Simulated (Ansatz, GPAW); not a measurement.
PbSe: PBE in single-zeta orbitals, run from Python

These are simulated results from GPAW 26.7.0, not measurements. The cell was built from a prototype and was relaxed with r2SCAN in plane waves (Ansatz 0.2.0). Not every such cell is a known phase. All runs are without spin polarisation.

The symmetry is Fm-3m (No. 225, cubic); a = 6.177 Å in the conventional setting, 29.47 Å³ an atom. Pb has 6 Se at 3.09 Å; Se has 6 Pb at 3.09 Å.

The basis is minimal: single zeta, one radial function for each shell that the log's basis lists. It describes the filled bands fairly and the empty ones poorly.

Input script:

```python
import json
from ase import Atoms
from gpaw import GPAW, PW, FermiDirac

atoms = Atoms(['Pb', 'Se'],
              cell=[[0.0, 3.088702, 3.088702], [3.088702, -0.0, 3.088702], [3.088702, 3.088702, 0.0]],
              scaled_positions=[[-0.0, 0.0, 0.0], [0.5, 0.5, 0.5]],
              pbc=True)
calc = GPAW(mode='lcao', basis='sz(dzp)', h=0.2, xc='PBE', kpts={'size': (6, 6, 6), 'gamma': True},
            occupations=FermiDirac(0.02), maxiter=100, legacy_gpaw=True, txt='gpaw.txt')
atoms.calc = calc
res = {'energy': atoms.get_potential_energy(force_consistent=True)}
res['electrons'] = calc.get_number_of_electrons()
res['k'] = calc.get_ibz_k_points().tolist()
res['levels'] = [calc.get_eigenvalues(kpt=i).tolist() for i in range(len(res['k']))]
points = [[0.0, 0.0, 0.0], [0.5, 0.0, 0.5], [0.625, 0.25, 0.625], [0.375, 0.375, 0.75], [0.5, 0.5, 0.5], [0.5, 0.25, 0.75], [0.0, 0.0, 0.5]]
bands = calc.fixed_density(kpts=points, symmetry='off', txt='bands.txt')
res['points'] = [bands.get_eigenvalues(kpt=i).tolist() for i in range(len(points))]
json.dump(res, open('results.json', 'w'))
print('free energy (eV):', round(res['energy'], 5))
```

Command: `python run.py`. It took 3.2 s on 1 thread of Arm Neoverse V1, on a shared host, peak memory 0.14 GiB.

The log gpaw.txt, trimmed of paths, versions and times, then the last line on the terminal. An iter line gives the energy in eV and the logarithms of the changes of orbitals (plane waves alone) and density (c: converged):

```
___ ___ ___ _ _ _
 |   |   |_  | | | |

 | | | | | . | | | |

 |__ |  _|___|_____|  26.7.0
 |___|_|

Input parameters:
  basis: sz(dzp)
  h: 0.2
  kpts: {gamma: True,
         size: (6, 6, 6)}
  maxiter: 100
  mode: lcao
  occupations: {fixmagmom: False,
                name: fermi-dirac,
                width: 0.02}
  xc: PBE

System changes: positions, numbers, cell, pbc, initial_charges, initial_magmoms

Initialize ...

species:
  Pb:
    name:    Lead
    Z:       82.0
    valence: 14
    core:    68
    charge:  0.0  # [|e|]
    compensation charges:
      type: gauss
      rc: 0.38  # [Å]
      lmax: 2
    cutoffs:
      filter: 2.36  # [Å]
      core: 2.43  # [Å]
    projectors
    | kind |    occ | energy [eV] | rcut [Å] |

    |------|--------|-------------|----------|

    |   6s |  2.000 |     -11.969 |    1.259 |

    |   6p |  2.000 |      -3.506 |    1.275 |

    |   5d | 10.000 |     -21.211 |    1.217 |

    |    s |        |      15.243 |    1.259 |

    |    p |        |      23.705 |    1.275 |

    |    d |        |       6.001 |    1.217 |

    LCAO basis set for Pb:
      Name: sz(dzp)
      Number of radial functions: 3
      Number of spherical harmonics: 9
        l=0, rc=6.8438 Bohr: 6s-sz confined orbital
        l=1, rc=9.8125 Bohr: 6p-sz confined orbital
        l=2, rc=4.5156 Bohr: 5d-sz confined orbital
      Number of RI-basis functions 0

  Se:
    name:    Selenium
    Z:       34.0
    valence: 6
    core:    28
    charge:  0.0  # [|e|]
    compensation charges:
      type: gauss
      rc: 0.27  # [Å]
      lmax: 2
    cutoffs:
      filter: 1.77  # [Å]
      core: 2.67  # [Å]
    projectors
    | kind |    occ | energy [eV] | rcut [Å] |

    |------|--------|-------------|----------|

    |   4s |  2.000 |     -17.277 |    0.847 |

    |   4p |  4.000 |      -6.512 |    1.005 |

    |    s |        |       9.935 |    0.847 |

    |    p |        |      20.699 |    1.005 |

    |    d |        |       0.000 |    0.847 |

    LCAO basis set for Se:
      Name: sz(dzp)
      Number of radial functions: 2
      Number of spherical harmonics: 4
        l=0, rc=5.7344 Bohr: 4s-sz confined orbital
        l=1, rc=7.2656 Bohr: 4p-sz confined orbital
      Number of RI-basis functions 0

Reference energy: -633377.995495  # eV

Spin-paired calculation

Convergence criteria:
 Maximum [total energy] change in last 3 cyles: 0.0005 eV / valence electron
 Maximum integral of absolute [dens]ity change: 0.0001 electrons / valence electron
 Maximum integral of absolute [eigenst]ate change: 4e-08 eV^2 / valence electron
 Maximum number of scf [iter]ations: 100
 (Square brackets indicate name in SCF output, whereas a 'c' in
 the SCF output indicates the quantity has converged.)

Symmetries present (total): 48

  ( 1  0  0)  ( 1  0  0)  ( 1  0  0)  ( 1  0  0)  ( 1  0 -1)  ( 1  0 -1)
  ( 1  0 -1)  ( 1 -1  0)  ( 0  1  0)  ( 0  0  1)  ( 1  0  0)  ( 1 -1  0)
  ( 1 -1  0)  ( 1  0 -1)  ( 0  0  1)  ( 0  1  0)  ( 1 -1  0)  ( 1  0  0)

  ( 1  0 -1)  ( 1  0 -1)  ( 1 -1  0)  ( 1 -1  0)  ( 1 -1  0)  ( 1 -1  0)
  ( 0  1 -1)  ( 0  0 -1)  ( 1  0  0)  ( 1  0 -1)  ( 0 -1  1)  ( 0 -1  0)
  ( 0  0 -1)  ( 0  1 -1)  ( 1  0 -1)  ( 1  0  0)  ( 0 -1  0)  ( 0 -1  1)

  ( 0  1  0)  ( 0  1  0)  ( 0  1  0)  ( 0  1  0)  ( 0  1 -1)  ( 0  1 -1)
  ( 1  0  0)  ( 0  1 -1)  ( 0  0  1)  (-1  1  0)  ( 1  0 -1)  ( 0  1  0)
  ( 0  0  1)  (-1  1  0)  ( 1  0  0)  ( 0  1 -1)  ( 0  0 -1)  (-1  1  0)

  ( 0  1 -1)  ( 0  1 -1)  ( 0  0  1)  ( 0  0  1)  ( 0  0  1)  ( 0  0  1)
  ( 0  0 -1)  (-1  1  0)  ( 1  0  0)  ( 0  1  0)  ( 0 -1  1)  (-1  0  1)
  ( 1  0 -1)  ( 0  1  0)  ( 0  1  0)  ( 1  0  0)  (-1  0  1)  ( 0 -1  1)

  ( 0  0 -1)  ( 0  0 -1)  ( 0  0 -1)  ( 0  0 -1)  ( 0 -1  1)  ( 0 -1  1)
  ( 1  0 -1)  ( 0  1 -1)  ( 0 -1  0)  (-1  0  0)  ( 1 -1  0)  ( 0  0  1)
  ( 0  1 -1)  ( 1  0 -1)  (-1  0  0)  ( 0 -1  0)  ( 0 -1  0)  (-1  0  1)

  ( 0 -1  1)  ( 0 -1  1)  ( 0 -1  0)  ( 0 -1  0)  ( 0 -1  0)  ( 0 -1  0)
  ( 0 -1  0)  (-1  0  1)  ( 1 -1  0)  ( 0  0 -1)  ( 0 -1  1)  (-1  0  0)
  ( 1 -1  0)  ( 0  0  1)  ( 0 -1  1)  (-1  0  0)  ( 1 -1  0)  ( 0  0 -1)

  (-1  1  0)  (-1  1  0)  (-1  1  0)  (-1  1  0)  (-1  0  1)  (-1  0  1)
  ( 0  1  0)  ( 0  1 -1)  (-1  0  1)  (-1  0  0)  ( 0  0  1)  ( 0 -1  1)
  ( 0  1 -1)  ( 0  1  0)  (-1  0  0)  (-1  0  1)  ( 0 -1  1)  ( 0  0  1)

  (-1  0  1)  (-1  0  1)  (-1  0  0)  (-1  0  0)  (-1  0  0)  (-1  0  0)
  (-1  1  0)  (-1  0  0)  ( 0  0 -1)  ( 0 -1  0)  (-1  1  0)  (-1  0  1)
  (-1  0  0)  (-1  1  0)  ( 0 -1  0)  ( 0  0 -1)  (-1  0  1)  (-1  1  0)

216 k-points: 6 x 6 x 6 Monkhorst-Pack grid + [1/12,1/12,1/12]
16 k-points in the irreducible part of the Brillouin zone
       k-points in crystal coordinates                weights
   0:     0.00000000    0.00000000    0.00000000          1/216
   1:     0.16666667    0.16666667    0.00000000          6/216
   2:     0.16666667    0.16666667    0.16666667          8/216
   3:     0.33333333    0.16666667    0.16666667         12/216
   4:     0.33333333    0.33333333   -0.33333333         12/216
   5:     0.33333333    0.33333333    0.00000000          6/216
   6:     0.33333333    0.33333333    0.16666667         24/216
   7:     0.33333333    0.33333333    0.33333333          8/216
   8:     0.50000000    0.33333333   -0.33333333         24/216
   9:     0.50000000    0.33333333   -0.16666667         12/216
          ...
  15:     0.50000000    0.50000000    0.50000000          4/216

Wave functions: LCAO
  Diagonalizer: Serial LAPACK
  Atomic Correction: dense with blas
  Data-type: complex

Occupation numbers: Fermi-Dirac:
  width: 0.0200  # eV

Eigensolver
   LCAO using direct dense diagonalizer

Densities:
  Coarse grid: 16*16*16 grid
  Fine grid: 32*32*32 grid
  Total Charge: 0.000000

Density mixing:
  Method: separate
  Backend: msr1
  Linear mixing parameter: 0.05
  old densities: 10
  Width of damping distribution: 1.1
  Damping of long wavelength oscillations: 20

Hamiltonian:
  XC and Coulomb potentials evaluated on a 32*32*32 grid
  Using the PBE Exchange-Correlation functional
  Interpolation: tri-quintic (5. degree polynomial)
  Poisson solver: FastPoissonSolver using
    Stencil: 12*3+1=37 point O(h^6) finite-difference Laplacian
    FFT axes: [np.int64(0), np.int64(1), np.int64(2)]
    FST axes: []

XC parameters: PBE with 2 nearest neighbor stencil

Memory estimate:
  Process memory now: 111.90 MiB
  Calculator: 8.09 MiB
    Density: 5.47 MiB
      Arrays: 0.81 MiB
      Localized functions: 4.03 MiB
      Mixer: 0.62 MiB
    Hamiltonian: 0.86 MiB
      Arrays: 0.53 MiB
      XC: 0.00 MiB
      Poisson: 0.00 MiB
      vbar: 0.33 MiB
    Wavefunctions: 1.76 MiB
      C [qnM]: 0.04 MiB
      S, T [2 x qmm]: 0.08 MiB
      P [aqMi]: 0.01 MiB
      BasisFunctions: 1.63 MiB
      Eigensolver: 0.00 MiB

Total number of cores used: 1

Number of atoms: 2
Number of atomic orbitals: 13
Number of bands in calculation: 13
Number of valence electrons: 20
Bands to converge: occupied
Positions:
   0 Pb     0.000000    0.000000    0.000000    ( 0.0000,  0.0000,  0.0000)
   1 Se     3.088702    3.088702    3.088702    ( 0.0000,  0.0000,  0.0000)

Unit cell:
           periodic     x           y           z      points  spacing
  1. axis:    yes    0.000000    3.088702    3.088702    16     0.2229
  2. axis:    yes    3.088702   -0.000000    3.088702    16     0.2229
  3. axis:    yes    3.088702    3.088702    0.000000    16     0.2229

  Lengths:   4.368084   4.368084   4.368084
  Angles:   60.000000  60.000000  60.000000

Effective grid spacing dv^(1/3) = 0.2432

iter:   1    -6.900708        c
iter:   2    -6.868147        c -1.32
iter:   3    -6.746612        c -1.36
iter:   4    -6.745680        c -2.14
iter:   5    -6.745442c       c -2.34
iter:   6    -6.745441c       c -3.57
iter:   7    -6.745441c       c -4.79c

Converged after 7 iterations.

Energy contributions relative to reference atoms: (reference = -633377.995495)

Kinetic:        +59.733229
Potential:      -56.118263
External:        +0.000000
XC:             -10.797586
Entropy (-ST):   -0.000007
Local:           +0.437182
SIC:             +0.000000
--------------------------
Free energy:     -6.745445
Extrapolated:    -6.745441

Showing only first 2 kpts
 Kpt  Band  Eigenvalues  Occupancy
  0     8      4.22398    2.00000
  0     9      4.22398    2.00000
  0    10     10.75697    0.00000
  0    11     10.76103    0.00000

  1     8      3.84508    2.00000
  1     9      5.27598    2.00000
  1    10      8.13426    0.00000
  1    11     10.76603    0.00000

Fermi level: 6.32960

Gap: 0.298 eV
Transition (v -> c):
  (s=0, k=15, n=9, [0.50, 0.50, 0.50]) -> (s=0, k=15, n=10, [0.50, 0.50, 0.50])
No difference between direct/indirect transitions

free energy (eV): -6.74545
```

The gap in the log is over the mesh alone; results.json adds the listed points. PBE in single-zeta orbitals gives a gap of 0.29 eV. On the same cell, plane-wave PBE (Ansatz, 8×8×8 k points and the special points) gives a gap of 0.37 eV and r2SCAN a gap of 0.66 eV; on shared hosts these took about 2.5 and 6.5 core-seconds on the 2-atom cell, against 3.2 for the script. Spin-orbit coupling, left out in all these runs, can cut or reorder the gap by tenths of an eV, up to about 1 eV with Pb or Bi.

Spin-orbit coupling is left out; in compounds of Pb, Bi, Tl or Hg it can lower a gap by up to about 1 eV, split its edges or invert the bands.
